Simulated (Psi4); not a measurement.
# C2H3ClSi (SMILES ClC1=C[SiH2]1), step by step

We compute a geometry optimisation (BP86/def2-SVP), then the harmonic vibrations of C2H3ClSi. 

Program for the calculation: Psi4 1.11.

## (1) The molecule

The species is C2H3ClSi (7 atoms), meant as a singlet with charge 0. As SMILES, `ClC1=C[SiH2]1`. Geometry: relaxed at PBE0-D4/def2-TZVP. The run starts from this shape.

Bond lengths: Cl1–C2 1.700 Å, C2–C3 1.327 Å, C2–Si4 1.804 Å, C3–Si4 1.819 Å, C3–H5 1.082 Å, Si4–H6 1.482 Å, Si4–H7 1.482 Å. Some angles: Cl1–C2–C3 135.8°, Cl1–C2–Si4 155.1°, C3–C2–Si4 69.2°, C2–C3–Si4 67.9°, C2–Si4–C3 43.0°, C2–C3–H5 137.0°, Si4–C3–H5 155.1°, C2–Si4–H6 121.6°, C2–Si4–H7 121.6°, C3–Si4–H6 121.6°.

## (2) A geometry optimisation at BP86/def2-SVP (density fitting) (run 1)

Contents of c2h3clsi.in:

```
memory 1600 MB

molecule {
  0 1
  Cl    -2.20946778    -4.33370892     0.77762230
  C     -0.67652195    -1.54938645     0.30840330
  C      1.58132282    -0.62360962     0.88193518
  Si    -0.35130009     1.64708529    -0.82940080
  H      3.26450188    -1.27329746     1.84361681
  H     -1.58321255     3.80080615     0.47016386
  H      0.09032891     2.20379861    -3.53870114
  units bohr
}

set basis def2-SVP
set geom_maxiter 60

opt('bp86')
```

Run with:

```
psi4 -n 1 c2h3clsi.in c2h3clsi.out
```

c2h3clsi.out:

```text
[...]
  Running in c1 symmetry.
[...]
  Nuclear repulsion =  179.922318783884947
[...]
  Multiplicity = 1
[...]
  Nalpha       = 23
  Nbeta        = 23
[...]
    Number of basis functions: 79
[...]
   @DF-RKS iter   1:  -826.91548663272840    4.33119e-01   1.15990e-02 DIIS/ADIIS
[...]
   @DF-RKS iter   7:  -827.40741388956837   -2.84217e-12   4.61716e-09 DIIS
[...]
    Orbital Energies [Eh]
    ---------------------
    Doubly Occupied:
       1A   -100.712868     2A    -65.475379     3A     -9.974217
       4A     -9.936701     5A     -9.197121     6A     -7.028169
       7A     -7.017139     8A     -7.015713     9A     -5.086694
      10A     -3.501918    11A     -3.501364    12A     -3.499816
      13A     -0.799087    14A     -0.713989    15A     -0.494876
      16A     -0.472993    17A     -0.426593    18A     -0.353815
      19A     -0.342868    20A     -0.313050    21A     -0.273281
      22A     -0.245134    23A     -0.241583
[...]
  @DF-RKS Final Energy:  -827.40741388956837
   => Energetics <=
    Nuclear Repulsion Energy =            176.9342521566612447
    One-Electron Energy =               -1491.9721718451132801
    Two-Electron Energy =                 548.7342273541787563
    DFT Exchange-Correlation Energy =     -61.1037215552949604
    Empirical Dispersion Energy =           0.0000000000000000
    VV10 Nonlocal Energy =                  0.0000000000000000
    Total Energy =                       -827.4074138895683745
[...]
 Multipole Moments:
 ------------------------------------------------------------------------------------
     Multipole            Electronic (a.u.)      Nuclear  (a.u.)        Total (a.u.)
 ------------------------------------------------------------------------------------
 L = 1.  Multiply by 2.5417464519 to convert [e a0] to [Debye]
 Dipole X            :         -2.6049039            2.8637508            0.2588469
 Dipole Y            :         -5.6677071            6.0005857            0.3328786
 Dipole Z            :          1.1705436           -1.1950977           -0.0245540
 Magnitude           :                                                    0.4223894
[...]
  -Total Gradient:
     Atom            X                  Y                   Z
    ------   -----------------  -----------------  -----------------
       1       -0.000009073661    -0.000052343011     0.000017147530
       2        0.000054368406     0.000071308813    -0.000005732456
       3       -0.000017650025    -0.000007718498    -0.000004790548
       4       -0.000013288027    -0.000001302959    -0.000004898607
       5       -0.000011152782    -0.000029492704     0.000007380431
       6        0.000003541870    -0.000000965425    -0.000003281829
       7        0.000000341827     0.000002153530     0.000004447823
[...]
    Final optimized geometry and variables:
    Molecular point group: c1
    Full point group: C1
    Geometry (in Bohr), charge = 0, multiplicity = 1:
    CL          -1.415046817822    -2.969415250297     0.592281967944
    C            0.165708499733    -0.149894809725     0.128886714656
    C            2.453434118293     0.790842704463     0.709140742827
    SI           0.487509980085     3.107930560364    -1.034673651223
    H            4.184461363214     0.167210618567     1.680253881180
    H           -0.750801634001     5.287952270384     0.288705828040
    H            0.945891537456     3.668766807494    -3.775584457767
    Psi4 run time: 0:00:18.69
[...]
```

Standard output:

```text
Optimizer: Optimization complete!
```

Wall time 20 s (1 thread of Intel Xeon 6975P-C (Granite Rapids), shared host); peak memory 0.55 GiB.

Step by step:

```csv
step,energy from the first frame kept (eV),largest force (eV/Å)
0,0.0000,0.8408
1,-0.0521,0.2973
2,-0.0541,0.0910
3,-0.0543,0.0378
4,-0.0544,0.0068
5,-0.0544,0.0046
```

After the run. Bond lengths: Cl1–C2 1.728 Å, C2–C3 1.345 Å, C2–Si4 1.839 Å, C3–Si4 1.854 Å, C3–H5 1.101 Å, Si4–H6 1.500 Å, Si4–H7 1.500 Å. Some angles: Cl1–C2–C3 136.3°, Cl1–C2–Si4 154.4°, C3–C2–Si4 69.3°, C2–C3–Si4 68.0°, C2–Si4–C3 42.7°, C2–C3–H5 138.1°, Si4–C3–H5 153.8°, C2–Si4–H6 121.6°, C2–Si4–H7 121.6°, C3–Si4–H6 121.4°.

## (3) Vibrational wavenumbers at BP86/def2-SVP (density fitting) (run 2)

Contents of c2h3clsi.sdf:

```

     RDKit          3D

  7  7  0  0  0  0  0  0  0  0999 V2000
   -1.1867   -2.3170    0.4136 Cl  0  0  0  0  0  0  0  0  0  0  0  0
   -0.3502   -0.8250    0.1684 C   0  0  0  0  0  0  0  0  0  0  0  0
    0.8604   -0.3271    0.4755 C   0  0  0  0  0  0  0  0  0  0  0  0
   -0.1799    0.8990   -0.4473 Si  0  0  0  0  0  4  0  0  0  0  0  0
    1.7764   -0.6572    0.9894 H   0  0  0  0  0  0  0  0  0  0  0  0
   -0.8352    2.0526    0.2530 H   0  0  0  0  0  0  0  0  0  0  0  0
    0.0627    1.1958   -1.8977 H   0  0  0  0  0  0  0  0  0  0  0  0
  2  1  1  0
  3  2  2  0
  4  3  1  0
  4  2  1  0
  5  3  1  0
  6  4  1  0
  7  4  1  0
M  END
$$$$
```

Contents of job.py:

```python
import psi4
from rdkit import Chem

psi4.set_memory('1600 MB')
psi4.set_num_threads(1)
psi4.core.set_output_file('c2h3clsi.out', False)

rd = Chem.SDMolSupplier('c2h3clsi.sdf', removeHs=False, sanitize=False)[0]
xyz = rd.GetConformer().GetPositions()
atoms = '\n'.join(f'{a.GetSymbol()} {x:.4f} {y:.4f} {z:.4f}' for a, (x, y, z) in zip(rd.GetAtoms(), xyz))
geom = psi4.geometry('0 1\n' + atoms + '')

psi4.set_options({
    'reference': 'rks',
    't': 298.15,
    'rotational_symmetry_number': 1,
})

e_tot, wfn = psi4.frequencies("bp86/def2-SVP", return_wfn=True)
print(f'bp86/def2-SVP energy: {e_tot:.10f} Eh')
print('wavenumbers / cm^-1:', wfn.frequencies().np.round(1))
for k, v in sorted(psi4.core.scalar_variables().items()):
    print(f'{k:45s} {v:18.10f}')
```

Run with:

```
python job.py
```

c2h3clsi.out, shortened:

```text
[...]
  Running in c1 symmetry.
[...]
  Nuclear repulsion =  176.934534451572688
[...]
  Multiplicity = 1
[...]
  Nalpha       = 23
  Nbeta        = 23
[...]
    Number of basis functions: 79
[...]
   @DF-RKS iter   1:  -826.95274149985960    3.00808e-01   1.11141e-02 DIIS/ADIIS
[...]
   @DF-RKS iter  12:  -827.40741253773888   -6.36646e-12   6.02839e-09 DIIS
[...]
  @DF-RKS Final Energy:  -827.40741253773888
   => Energetics <=
    Nuclear Repulsion Energy =            176.9239862773115703
    One-Electron Energy =               -1491.9510432287329422
    Two-Electron Energy =                 548.7227327272028106
    DFT Exchange-Correlation Energy =     -61.1030883135203311
    Empirical Dispersion Energy =           0.0000000000000000
    VV10 Nonlocal Energy =                  0.0000000000000000
    Total Energy =                       -827.4074125377388782
[...]
 Multipole Moments:
[...]
  -Total Gradient:
     Atom            X                  Y                   Z
    ------   -----------------  -----------------  -----------------
       1       -0.000009371638    -0.000052205032     0.000014994035
       2        0.000028466346     0.000050175561    -0.000002610778
       3       -0.000015323107     0.000036803142     0.000010155221
       4        0.000017413967    -0.000267342421     0.000344671137
       5       -0.000007428168    -0.000037533209     0.000012804554
       6       -0.000116917513     0.000181856217     0.000209223090
       7        0.000110251673     0.000069842010    -0.000579032474
[...]
  ==> Harmonic Vibrational Analysis <==
[...]
  Freq [cm^-1]                 260.4134            281.8481            465.5637
[...]
  IR activ [km/mol]             4.4768              6.4562             20.9000
[...]
  Freq [cm^-1]                 539.6024            621.6170            631.8986
[...]
  IR activ [km/mol]             0.8750             28.2868             39.9729
[...]
  Freq [cm^-1]                 713.6302            792.3343            900.0905
[...]
  IR activ [km/mol]            30.4751             41.1963              1.0435
[...]
  Freq [cm^-1]                 950.7732            998.3481           1563.9914
[...]
  IR activ [km/mol]            149.1681            64.4707             70.5195
[...]
  Freq [cm^-1]                2166.7085           2181.2203           3131.3176
[...]
  IR activ [km/mol]            80.6730             125.5246             0.7434
[...]
```

Standard output:

```text
Warning: used thermodynamics relations inappropriate for low-frequency modes: ['260.4134' '281.8481' '465.5637' '539.6024' '621.6170']
bp86/def2-SVP energy: -827.4074138922 Eh
wavenumbers / cm^-1: [ 260.4  281.8  465.6  539.6  621.6  631.9  713.6  792.3  900.1  950.8
  998.3 1564.  2166.7 2181.2 3131.3]
CURRENT ENERGY                                   -827.4074138922
CURRENT REFERENCE ENERGY                         -827.4074138922
DD SOLVATION ENERGY                                 0.0000000000
DFT FUNCTIONAL TOTAL ENERGY                      -827.4074138922
DFT TOTAL ENERGY                                 -827.4074138922
DFT VV10 ENERGY                                     0.0000000000
DFT XC ENERGY                                     -61.1037194340
ENTHALPY                                         -827.3647501591
ENTHALPY CORRECTION                                 0.0426637331
FINDIF NUMBER                                      37.0000000000
GIBBS FREE ENERGY                                -827.3986713842
GIBBS FREE ENERGY CORRECTION                        0.0087425080
GRID ELECTRONS ALPHA                               22.9999987515
GRID ELECTRONS BETA                                22.9999987515
GRID ELECTRONS TOTAL                               45.9999975029
NUCLEAR REPULSION ENERGY                          176.9345344516
ONE-ELECTRON ENERGY                             -1491.9726964372
PCM POLARIZATION ENERGY                             0.0000000000
PE ENERGY                                           0.0000000000
SCF ITERATION ENERGY                             -827.4074138922
SCF ITERATIONS                                     12.0000000000
SCF TOTAL ENERGY                                 -827.4074138922
THERMAL ENERGY                                   -827.3656943437
THERMAL ENERGY CORRECTION                           0.0417195486
TWO-ELECTRON ENERGY                               548.7344675274
ZERO K ENTHALPY                                  -827.3705090410
ZPVE                                                0.0369048513
```

Run time: 2.3 min. Hardware: 1 thread of Intel Xeon 6975P-C (Granite Rapids), shared host; peak memory 0.58 GiB.

## (4) Outcome

```
                                                                       quantity             value
                                  run 1, BP86/def2-SVP: total energy at the end     -827.40741 Eh
                                            run 1, BP86/def2-SVP: dipole moment            1.07 D
                                              run 1, BP86/def2-SVP: HOMO energy          -6.57 eV
                                              run 1, BP86/def2-SVP: LUMO energy          -1.39 eV
                                            run 1, BP86/def2-SVP: HOMO–LUMO gap           5.19 eV
                               run 2, BP86/def2-SVP: lowest harmonic wavenumber          260 cm⁻¹
                              run 2, BP86/def2-SVP: highest harmonic wavenumber         3131 cm⁻¹
                                        run 2, BP86/def2-SVP: zero-point energy       96.9 kJ/mol
run 2, BP86/def2-SVP: ideal-gas entropy at 298.15 K (symmetry number 1 as used)  71.4 cal/(mol K)
```

In words: The optimisation (run 1, BP86/def2-SVP) took 6 steps and changed the energy by -0.054 eV. All 15 modes (run 2, BP86/def2-SVP) are real, so the shape is a minimum at this level.
